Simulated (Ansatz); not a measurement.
# CH7NOSiSn: inversion of the pyramid at N1, part 1 of 2

How high is the barrier for the inversion of the pyramid at N1? Relax the two ends, then run a nudged elastic band between them. SMILES of the start: N[C]1([SnH3])O[SiH2]1.

All numbers below are computed with Ansatz 0.2.0 (RKS CAM-B3LYP-D4/def2-SVP).

### Step 1. Starting point

Bond lengths: N1–C2 1.399 Å, C2–Sn3 2.120 Å, C2–O4 1.402 Å, C2–Si5 1.844 Å, O4–Si5 1.841 Å, N1–H6 1.041 Å, N1–H7 1.054 Å, Sn3–H8 1.757 Å, Sn3–H9 1.772 Å, Sn3–H10 1.787 Å, Si5–H11 1.458 Å, Si5–H12 1.459 Å. Angles (14 of 22 angles, heavy atoms first): N1–C2–Sn3 117.9°, N1–C2–O4 112.2°, N1–C2–Si5 117.2°, Sn3–C2–O4 112.7°, Sn3–C2–Si5 118.4°, O4–C2–Si5 67.5°, C2–O4–Si5 67.8°, C2–Si5–O4 44.7°, C2–N1–H6 113.1°, C2–N1–H7 109.6°, C2–Sn3–H8 110.2°, C2–Sn3–H9 111.2°, C2–Sn3–H10 110.0°, C2–Si5–H11 117.3°.

Coordinates:

```xyz
12

N    -0.4908    1.6432   -0.1656
C    -0.0674    0.3198   -0.3265
Sn    0.9444   -0.6006    1.2938
O     0.5791    0.1158   -1.5535
Si   -1.0453   -0.7465   -1.4703
H     0.2819    2.2914    0.0903
H    -1.1702    1.7010    0.6383
H     1.5263   -2.1895    0.8223
H    -0.0925   -0.6949    2.7278
H     2.3772    0.3671    1.7474
H    -1.9984   -0.0838   -2.3520
H    -0.7672   -2.1782   -1.4181
```

### Step 2. End point A

input.yaml

```yaml
crystal:
  periodic: [false, false, false]
  atoms:
    - { symbol: "N", position_ang: [-0.4908, 1.6432, -0.1656] }
    - { symbol: C, position_ang: [-0.0674, 0.3198, -0.3265] }
    - { symbol: Sn, position_ang: [0.9444, -0.6006, 1.2938] }
    - { symbol: O, position_ang: [0.5791, 0.1158, -1.5535] }
    - { symbol: Si, position_ang: [-1.0453, -0.7465, -1.4703] }
    - { symbol: H, position_ang: [0.2819, 2.2914, 0.0903] }
    - { symbol: H, position_ang: [-1.1702, 1.701, 0.6383] }
    - { symbol: H, position_ang: [1.5263, -2.1895, 0.8223] }
    - { symbol: H, position_ang: [-0.0925, -0.6949, 2.7278] }
    - { symbol: H, position_ang: [2.3772, 0.3671, 1.7474] }
    - { symbol: H, position_ang: [-1.9984, -0.0838, -2.352] }
    - { symbol: H, position_ang: [-0.7672, -2.1782, -1.4181] }
basis:
  gaussian: { orbitals: def2-SVP }
hamiltonian:
  xc: cam_b3lyp
  dispersion: d4
relax:
  f_tol: 0.015
  max_steps: 40
output:
  orbitals: {}
```

On the command line:

```sh
$ ansatz run input.yaml --threads 2 --pin off --max-ram 3072MiB --backend cpu --events-out ev --progress --plain --runs-dir out
```

The program printed, cut to the lines that bear on the results:

```text
Warning: RAYON_NUM_THREADS=2 ignored (pool sized by the plan → 2); use --threads N
[...]
Functional definition: CAM-B3LYP
[...]
1391 factors; integrals over basis functions are off by at most 3.9e-4 eV
447 factors; integrals over basis functions are off by at most 7.3e-7 eV
[...]
mean field -18386.13347291 eV, -675.6779425606 hartree, gradient 3.7e-5 eV, S^2 0.000000; 0 other end points of the search recorded, 0 dependent functions left out
[...]
reference -18386.13362006 eV, -675.6779479681 hartree; 32, 32 occupied and 89, 89 virtual orbitals, 1391 factors
relax step   1: F+E_penalty+E_count = -18386.40521079 eV  Δ(F+E_penalty+E_count) = +0.000e0 eV  max|allowed force component| = 2.422e0 eV/Å  Δτ_max = 0.0000 Å  (28 SCF iters, accepted)
[...]
relax step   3: F+E_penalty+E_count = -18386.86303242 eV  Δ(F+E_penalty+E_count) = -1.700e-1 eV  max|allowed force component| = 6.698e-1 eV/Å  Δτ_max = 0.1009 Å  (33 SCF iters, accepted)
[...]
relax step   5: F+E_penalty+E_count = -18386.90906784 eV  Δ(F+E_penalty+E_count) = -4.395e-2 eV  max|allowed force component| = 1.817e-1 eV/Å  Δτ_max = 0.0984 Å  (31 SCF iters, accepted)
[...]
relax step   7: F+E_penalty+E_count = -18386.90758362 eV  Δ(F+E_penalty+E_count) = +1.484e-3 eV  max|allowed force component| = 6.008e-1 eV/Å  Δτ_max = 0.0975 Å  (32 SCF iters, rejected (line search))
[...]
relax step   8: F+E_penalty+E_count = -18386.91627295 eV  Δ(F+E_penalty+E_count) = -7.205e-3 eV  max|allowed force component| = 1.051e-1 eV/Å  Δτ_max = 0.0476 Å  (29 SCF iters, accepted)
[...]
relax step   9: F+E_penalty+E_count = -18386.92085695 eV  Δ(F+E_penalty+E_count) = -4.584e-3 eV  max|allowed force component| = 6.437e-2 eV/Å  Δτ_max = 0.1000 Å  (27 SCF iters, accepted)
```

### Step 3. The log goes on: end point A relaxed

Output, continued, cut to the lines that bear on the results:

```text
[...]
1391 factors; integrals over basis functions are off by at most 3.9e-4 eV
447 factors; integrals over basis functions are off by at most 7.0e-7 eV
mean field -18386.65242313 eV, -675.6970136294 hartree, gradient 1.8e-5 eV, S^2 0.000000; 0 other end points of the search recorded, 0 dependent functions left out
[...]
reference -18386.65257310 eV, -675.6970191408 hartree; 32, 32 occupied and 89, 89 virtual orbitals, 1391 factors
relax step  10: F+E_penalty+E_count = -18386.92164481 eV  Δ(F+E_penalty+E_count) = -7.879e-4 eV  max|allowed force component| = 1.098e-1 eV/Å  Δτ_max = 0.1029 Å  (31 SCF iters, accepted)
[...]
relax step  14: F+E_penalty+E_count = -18386.92369360 eV  Δ(F+E_penalty+E_count) = +5.494e-6 eV  max|allowed force component| = 2.787e-2 eV/Å  Δτ_max = 0.0087 Å  (26 SCF iters, rejected (line search))
[...]
Atom 2 at     1.048199    -0.623683     1.354203 Å, force     0.003086    -0.000037     0.000147 eV/Å
Atom 3 at     0.594096     0.037649    -1.535430 Å, force     0.000806    -0.002187     0.001703 eV/Å
Atom 4 at    -0.919779    -0.682208    -1.557557 Å, force     0.004586     0.000410     0.002391 eV/Å
Atom 5 at     0.201500     2.252778     0.347238 Å, force    -0.005996    -0.005595    -0.004685 eV/Å
Atom 6 at    -1.396098     1.773563     0.342728 Å, force     0.011666    -0.001459    -0.005734 eV/Å
Atom 7 at     1.500271    -2.221668     0.950092 Å, force    -0.000807     0.000691     0.000834 eV/Å
Atom 8 at     0.116884    -0.635371     2.794693 Å, force    -0.001886    -0.000140    -0.002448 eV/Å
Atom 9 at     2.441963     0.337858     1.617801 Å, force    -0.000108    -0.001555    -0.002417 eV/Å
Atom 10 at    -1.959588    -0.080619    -2.418015 Å, force    -0.001249     0.000620     0.000555 eV/Å
Atom 11 at    -0.966722    -2.160500    -1.521034 Å, force     0.001147     0.003264     0.000822 eV/Å
Dipole moment:    -0.451892    -0.009105     0.223560 e Å
```

Wall time 1.7 min (2 threads of Arm Neoverse V1, shared host); peak memory 0.39 GiB.

Step by step:

| step | energy from step 1 (eV) | largest force component (eV/Å) |
| --- | --- | --- |
| 1 | 0.0000 | 2.4218 |
| 2 | -0.2878 | 1.8390 |
| 3 | -0.4578 | 0.6698 |
| 4 | -0.4599 | 0.8451 |
| 5 | -0.5039 | 0.1817 |
| 6x | -0.5025 | 0.5682 |
| 7x | -0.5024 | 0.6008 |
| 8 | -0.5111 | 0.1051 |
| 9 | -0.5156 | 0.0644 |
| 10 | -0.5164 | 0.1098 |
| 11 | -0.5181 | 0.0440 |
| 12x | -0.5156 | 0.1613 |
| 13 | -0.5185 | 0.0300 |
| 14x | -0.5185 | 0.0279 |
| 15 | -0.5185 | 0.0117 |

Step 1 is the start. 4 steps were tried and not accepted (marked x).

After: Bond lengths: N1–C2 1.420 Å, C2–Sn3 2.169 Å, C2–O4 1.486 Å, C2–Si5 1.834 Å, O4–Si5 1.676 Å, N1–H6 1.018 Å, N1–H7 1.015 Å, Sn3–H8 1.709 Å, Sn3–H9 1.715 Å, Sn3–H10 1.714 Å, Si5–H11 1.478 Å, Si5–H12 1.479 Å. Angles (14 of 22 angles, heavy atoms first): N1–C2–Sn3 118.3°, N1–C2–O4 112.6°, N1–C2–Si5 117.3°, Sn3–C2–O4 108.8°, Sn3–C2–Si5 122.6°, O4–C2–Si5 59.6°, C2–O4–Si5 70.6°, C2–Si5–O4 49.8°, C2–N1–H6 114.9°, C2–N1–H7 114.1°, C2–Sn3–H8 111.2°, C2–Sn3–H9 109.6°, C2–Sn3–H10 107.7°, C2–Si5–H11 121.1°.

### Step 4. End point B

The second end starts from a geometry with the move made by hand.

input.yaml, as its differences from that of step 2:

```diff
@@ -8,4 +8,4 @@
     - { symbol: Si, position_ang: [-1.0453, -0.7465, -1.4703] }
-    - { symbol: H, position_ang: [0.2819, 2.2914, 0.0903] }
-    - { symbol: H, position_ang: [-1.1702, 1.701, 0.6383] }
+    - { symbol: H, position_ang: [-0.02001, 2.305, -0.81605] }
+    - { symbol: H, position_ang: [-1.51597, 1.71658, -0.39973] }
     - { symbol: H, position_ang: [1.5263, -2.1895, 0.8223] }
@@ -23,3 +23 @@
   max_steps: 40
-output:
-  orbitals: {}
```

On the command line:

```sh
$ ansatz run input.yaml --threads 2 --pin off --max-ram 3072MiB --backend cpu --events-out ev --progress --plain --runs-dir out
```

The program printed, cut to the lines that bear on the results:

```text
Warning: RAYON_NUM_THREADS=2 ignored (pool sized by the plan → 2); use --threads N
[...]
Functional definition: CAM-B3LYP
[...]
1393 factors; integrals over basis functions are off by at most 3.9e-4 eV
444 factors; integrals over basis functions are off by at most 7.8e-7 eV
[...]
mean field -18386.03715517 eV, -675.6744029489 hartree, gradient 4.0e-5 eV, S^2 0.000000; 0 other end points of the search recorded, 0 dependent functions left out
[...]
reference -18386.03730462 eV, -675.6744084411 hartree; 32, 32 occupied and 89, 89 virtual orbitals, 1393 factors
relax step   1: F+E_penalty+E_count = -18386.30867014 eV  Δ(F+E_penalty+E_count) = +0.000e0 eV  max|allowed force component| = 2.594e0 eV/Å  Δτ_max = 0.0000 Å  (28 SCF iters, accepted)
[...]
Atom 2 at     0.975650    -0.531800     1.300071 Å, force    -0.003848    -0.000435     0.002292 eV/Å
Atom 3 at     0.480943    -0.001069    -1.655011 Å, force    -0.003592    -0.000696    -0.000546 eV/Å
Atom 4 at    -0.986085    -0.808410    -1.576750 Å, force    -0.001139     0.003911    -0.000661 eV/Å
Atom 5 at     0.190805     2.236540    -0.013923 Å, force    -0.001265    -0.001266    -0.000461 eV/Å
Atom 6 at    -1.252693     1.969504    -0.777547 Å, force    -0.002038     0.001791    -0.003086 eV/Å
Atom 7 at     1.602976    -2.057001     0.851038 Å, force     0.001411     0.000351     0.000056 eV/Å
Atom 8 at     0.013766    -0.688639     2.704636 Å, force     0.001519    -0.000724    -0.000610 eV/Å
Atom 9 at     2.256524     0.564689     1.602224 Å, force    -0.000276    -0.000093    -0.000186 eV/Å
Atom 10 at    -2.083954    -0.287140    -2.423996 Å, force     0.000033    -0.000033    -0.001574 eV/Å
Atom 11 at    -0.974820    -2.286368    -1.498929 Å, force     0.000366    -0.003357     0.001033 eV/Å
Dipole moment:    -0.323011     0.035666    -0.095485 e Å
```

Wall time 70 s (2 threads of Arm Neoverse V1, shared host); peak memory 0.39 GiB.

Relaxation path:

| step | energy from step 1 (eV) | largest force component (eV/Å) |
| --- | --- | --- |
| 1 | 0.0000 | 2.5940 |
| 2 | -0.3612 | 2.0252 |
| 3 | -0.5872 | 0.6582 |
| 4 | -0.6802 | 0.3627 |
| 5 | -0.7270 | 0.4615 |
| 6 | -0.7489 | 0.2985 |
| 7 | -0.7531 | 0.0807 |
| 8 | -0.7542 | 0.0507 |
| 9 | -0.7545 | 0.0364 |
| 10 | -0.7546 | 0.0078 |

Step 1 is the start.

After: Bond lengths: N1–C2 1.409 Å, C2–Sn3 2.160 Å, C2–O4 1.512 Å, C2–Si5 1.827 Å, O4–Si5 1.676 Å, N1–H6 1.019 Å, N1–H7 1.018 Å, Sn3–H8 1.709 Å, Sn3–H9 1.710 Å, Sn3–H10 1.713 Å, Si5–H11 1.482 Å, Si5–H12 1.480 Å. Angles (14 of 22 angles, heavy atoms first): N1–C2–Sn3 112.2°, N1–C2–O4 116.3°, N1–C2–Si5 123.1°, Sn3–C2–O4 110.7°, Sn3–C2–Si5 122.1°, O4–C2–Si5 59.4°, C2–O4–Si5 69.7°, C2–Si5–O4 50.9°, C2–N1–H6 112.6°, C2–N1–H7 114.6°, C2–Sn3–H8 109.3°, C2–Sn3–H9 110.4°, C2–Sn3–H10 107.6°, C2–Si5–H11 120.3°.

### Step 5. The band

crystal.atoms is end A as relaxed above, and neb.final_atoms is end B, turned to lie on A. With 9 inner images the band has 11 in all.

input.yaml

```yaml
crystal:
  periodic: [false, false, false]
  atoms:
    - { symbol: "N", position_ang: [-0.489366, 1.651635, -0.096566] }
    - { symbol: C, position_ang: [-0.094259, 0.295367, -0.244255] }
    - { symbol: Sn, position_ang: [1.048199, -0.623683, 1.354203] }
    - { symbol: O, position_ang: [0.594096, 0.037649, -1.53543] }
    - { symbol: Si, position_ang: [-0.919779, -0.682208, -1.557557] }
    - { symbol: H, position_ang: [0.2015, 2.252778, 0.347238] }
    - { symbol: H, position_ang: [-1.396098, 1.773563, 0.342728] }
    - { symbol: H, position_ang: [1.500271, -2.221668, 0.950092] }
    - { symbol: H, position_ang: [0.116884, -0.635371, 2.794693] }
    - { symbol: H, position_ang: [2.441963, 0.337858, 1.617801] }
    - { symbol: H, position_ang: [-1.959588, -0.080619, -2.418015] }
    - { symbol: H, position_ang: [-0.966722, -2.1605, -1.521034] }
basis:
  gaussian: { orbitals: def2-SVP }
hamiltonian:
  xc: cam_b3lyp
  dispersion: d4
neb:
  order_check: false
  images: 9
  f_tol: 0.05
  max_iterations: 27
  initial_path: idpp
  final_atoms:
    - { symbol: "N", position_ang: [-0.53494254, 1.58492696, 0.21216896] }
    - { symbol: C, position_ang: [-0.14315224, 0.27849015, -0.14172334] }
    - { symbol: Sn, position_ang: [1.05652234, -0.6562016, 1.39194224] }
    - { symbol: O, position_ang: [0.50420291, 0.11792961, -1.49848751] }
    - { symbol: Si, position_ang: [-0.96505561, -0.68805179, -1.45643002] }
    - { symbol: H, position_ang: [0.25922788, 2.21368821, 0.32689657] }
    - { symbol: H, position_ang: [-1.20094665, 2.01546243, -0.42590699] }
    - { symbol: H, position_ang: [1.66666692, -2.14136864, 0.80593105] }
    - { symbol: H, position_ang: [0.12277967, -0.92492791, 2.79854558] }
    - { symbol: H, position_ang: [2.34894013, 0.40723795, 1.75660006] }
    - { symbol: H, position_ang: [-2.07732876, -0.09495821, -2.23485983] }
    - { symbol: H, position_ang: [-0.95981306, -2.16742617, -1.50077879] }
```

On the command line:

```sh
$ ansatz run input.yaml --threads 2 --pin off --max-ram 3072MiB --backend cpu --events-out ev --progress --plain --runs-dir out
```

The program printed, cut to the lines that bear on the results:

```text
Warning: RAYON_NUM_THREADS=2 ignored (pool sized by the plan → 2); use --threads N
[...]
Functional definition: CAM-B3LYP
[...]
1388 factors; integrals over basis functions are off by at most 3.9e-4 eV
445 factors; integrals over basis functions are off by at most 7.0e-7 eV
[...]
mean field -18386.65429866 eV, -675.6970825538 hartree, gradient 6.8e-5 eV, S^2 0.000000; 0 other end points of the search recorded, 0 dependent functions left out
[...]
reference -18386.65444786 eV, -675.6970880370 hartree; 32, 32 occupied and 89, 89 virtual orbitals, 1388 factors
1388 factors; integrals over basis functions are off by at most 6.1e-4 eV
445 factors; integrals over basis functions are off by at most 7.2e-7 eV
[...]
mean field -18386.79264055 eV, -675.7021665245 hartree, gradient 7.0e-5 eV, S^2 0.000000; 0 other end points of the search recorded, 0 dependent functions left out
[...]
Atom 2 at     1.067018    -0.630683     1.347152 Å, force     0.007787    -0.007122     0.000745 eV/Å
Atom 3 at     0.579395    -0.019416    -1.549649 Å, force    -0.010927     0.003162     0.016522 eV/Å
Atom 4 at    -0.944370    -0.698220    -1.502390 Å, force     0.013457     0.008779    -0.005075 eV/Å
Atom 5 at     0.208378     2.246636     0.466666 Å, force     0.004900     0.015141     0.000948 eV/Å
Atom 6 at    -1.394245     1.918253     0.000669 Å, force     0.001901     0.005615    -0.000809 eV/Å
Atom 7 at     1.531209    -2.213657     0.903816 Å, force     0.001332    -0.000719    -0.000831 eV/Å
Atom 8 at     0.149776    -0.681479     2.795031 Å, force    -0.001258     0.001695    -0.005487 eV/Å
Atom 9 at     2.452680     0.341638     1.612288 Å, force     0.000837     0.000415     0.000064 eV/Å
Atom 10 at    -2.000850    -0.093291    -2.344667 Å, force     0.000119    -0.001509    -0.000710 eV/Å
Atom 11 at    -1.058458    -2.171967    -1.419446 Å, force    -0.001004     0.000165     0.004827 eV/Å
Dipole moment:    -0.491677     0.072994     0.200927 e Å
this run last wrote the band of iteration 6 to <dir>
```

It took 5.9 min on 2 threads of Arm Neoverse V1, shared host; peak memory 0.39 GiB.

### Step 6. What the band shows

Images 0 and 10 are the ends. Energies count from image 0; the path length is the program's own measure over all atoms.

| image | path (Å) | energy (eV) | sum of angles at N1 (°) | band force (eV/Å) |
| --- | --- | --- | --- | --- |
| 0 | 0.000 | 0.0000 | 339.3 | - |
| 1 | 0.146 | 0.0009 | 342.1 | 0.011 |
| 2 | 0.292 | 0.0032 | 346.3 | 0.021 |
| 3* | 0.438 | 0.0049 | 353.1 | 0.017 |
| 4 | 0.571 | -0.0045 | 359.5 | 0.025 |
| 5 | 0.705 | -0.0401 | 358.3 | 0.027 |
| 6 | 0.838 | -0.0879 | 351.0 | 0.031 |
| 7 | 0.972 | -0.1222 | 342.4 | 0.018 |
| 8 | 1.105 | -0.1363 | 336.9 | 0.021 |
| 9 | 1.239 | -0.1390 | 335.7 | 0.012 |
| 10 | 1.373 | -0.1395 | 335.8 | - |

The star marks the climbing image.

image, energy (eV) and a bar:
```
        0      0.000 #############################
        1      0.001 #############################
        2      0.003 ##############################
        3      0.005 ##############################
        4     -0.005 ############################
        5     -0.040 #####################
        6     -0.088 ###########
        7     -0.122 ####
        8     -0.136 #
        9     -0.139 
       10     -0.140
```

How the highest energy settled:

| iteration | highest image above image 0 (eV) | largest band force (eV/Å) |
| --- | --- | --- |
| 1 | 0.0395 | 0.605 |
| 2 | 0.0163 | 0.353 |
| 3 | 0.0092 | 0.199 |
| 4 | 0.0058 | 0.120 |
| 5 | 0.0052 | 0.075 |
| 6 | 0.0049 | 0.031 |

The band as a trajectory file:

```xyz
12
image=0 dE=0.0000
N    -0.489    1.652   -0.097
C    -0.094    0.295   -0.244
Sn    1.048   -0.624    1.354
O     0.594    0.038   -1.535
Si   -0.920   -0.682   -1.558
H     0.202    2.253    0.347
H    -1.396    1.774    0.343
H     1.500   -2.222    0.950
H     0.117   -0.635    2.795
H     2.442    0.338    1.618
H    -1.960   -0.081   -2.418
H    -0.967   -2.160   -1.521
12
image=1 dE=0.0009
N    -0.458    1.658   -0.097
C    -0.089    0.299   -0.242
Sn    1.055   -0.624    1.350
O     0.591    0.011   -1.541
Si   -0.930   -0.688   -1.538
H     0.208    2.247    0.395
H    -1.402    1.816    0.237
H     1.517   -2.215    0.932
H     0.122   -0.655    2.789
H     2.442    0.345    1.621
H    -1.972   -0.085   -2.397
H    -1.007   -2.164   -1.475
12
image=2 dE=0.0032
N    -0.432    1.659   -0.086
C    -0.087    0.301   -0.237
Sn    1.061   -0.626    1.347
O     0.586   -0.010   -1.547
Si   -0.939   -0.694   -1.520
H     0.208    2.242    0.442
H    -1.401    1.865    0.122
H     1.527   -2.212    0.916
H     0.133   -0.670    2.789
H     2.445    0.347    1.619
H    -1.986   -0.090   -2.372
H    -1.039   -2.168   -1.440
12
image=3 dE=0.0049
N    -0.422    1.648   -0.051
C    -0.091    0.299   -0.224
Sn    1.067   -0.631    1.347
O     0.579   -0.019   -1.550
Si   -0.944   -0.698   -1.502
H     0.208    2.247    0.467
H    -1.394    1.918    0.001
H     1.531   -2.214    0.904
H     0.150   -0.681    2.795
H     2.453    0.342    1.612
H    -2.001   -0.093   -2.345
H    -1.058   -2.172   -1.419
12
image=4 dE=-0.0045
N    -0.437    1.617    0.027
C    -0.097    0.290   -0.210
Sn    1.072   -0.638    1.349
O     0.566   -0.005   -1.557
Si   -0.949   -0.700   -1.494
H     0.230    2.258    0.434
H    -1.381    1.954   -0.081
H     1.532   -2.223    0.908
H     0.158   -0.678    2.798
H     2.459    0.336    1.603
H    -2.013   -0.095   -2.327
H    -1.063   -2.174   -1.418
12
image=5 dE=-0.0401
N    -0.459    1.593    0.106
C    -0.104    0.283   -0.197
Sn    1.076   -0.643    1.353
O     0.550    0.019   -1.556
Si   -0.955   -0.699   -1.484
H     0.247    2.259    0.392
H    -1.354    1.978   -0.157
H     1.533   -2.229    0.910
H     0.165   -0.679    2.802
H     2.464    0.331    1.596
H    -2.025   -0.095   -2.312
H    -1.062   -2.175   -1.419
12
image=6 dE=-0.0879
N    -0.483    1.579    0.171
C    -0.114    0.276   -0.180
Sn    1.079   -0.647    1.360
O     0.529    0.050   -1.545
Si   -0.965   -0.696   -1.473
H     0.260    2.249    0.344
H    -1.314    1.993   -0.233
H     1.534   -2.232    0.911
H     0.174   -0.684    2.811
H     2.469    0.326    1.589
H    -2.041   -0.094   -2.294
H    -1.053   -2.174   -1.426
12
image=7 dE=-0.1222
N    -0.501    1.578    0.204
C    -0.127    0.273   -0.160
Sn    1.079   -0.651    1.372
O     0.506    0.077   -1.526
Si   -0.978   -0.693   -1.457
H     0.274    2.231    0.299
H    -1.266    2.001   -0.314
H     1.532   -2.233    0.908
H     0.188   -0.696    2.829
H     2.473    0.322    1.584
H    -2.066   -0.092   -2.263
H    -1.035   -2.173   -1.441
12
image=8 dE=-0.1363
N    -0.509    1.589    0.201
C    -0.139    0.274   -0.144
Sn    1.075   -0.649    1.384
O     0.487    0.084   -1.510
Si   -0.993   -0.695   -1.436
H     0.289    2.220    0.270
H    -1.213    2.012   -0.399
H     1.531   -2.222    0.891
H     0.204   -0.727    2.853
H     2.468    0.324    1.592
H    -2.100   -0.092   -2.217
H    -1.024   -2.174   -1.452
12
image=9 dE=-0.1390
N    -0.492    1.604    0.182
C    -0.140    0.278   -0.143
Sn    1.073   -0.646    1.387
O     0.474    0.064   -1.509
Si   -1.014   -0.701   -1.415
H     0.319    2.217    0.253
H    -1.167    2.030   -0.450
H     1.560   -2.197    0.860
H     0.196   -0.776    2.848
H     2.446    0.349    1.628
H    -2.127   -0.097   -2.186
H    -1.050   -2.180   -1.421
12
image=10 dE=-0.1395
N    -0.453    1.618    0.141
C    -0.132    0.278   -0.153
Sn    1.054   -0.637    1.403
O     0.477    0.018   -1.512
Si   -1.028   -0.711   -1.401
H     0.373    2.212    0.209
H    -1.111    2.049   -0.505
H     1.578   -2.178    0.882
H     0.138   -0.789    2.839
H     2.403    0.378    1.688
H    -2.127   -0.103   -2.187
H    -1.096   -2.189   -1.370
```

(Continued in part 2 of 2.)
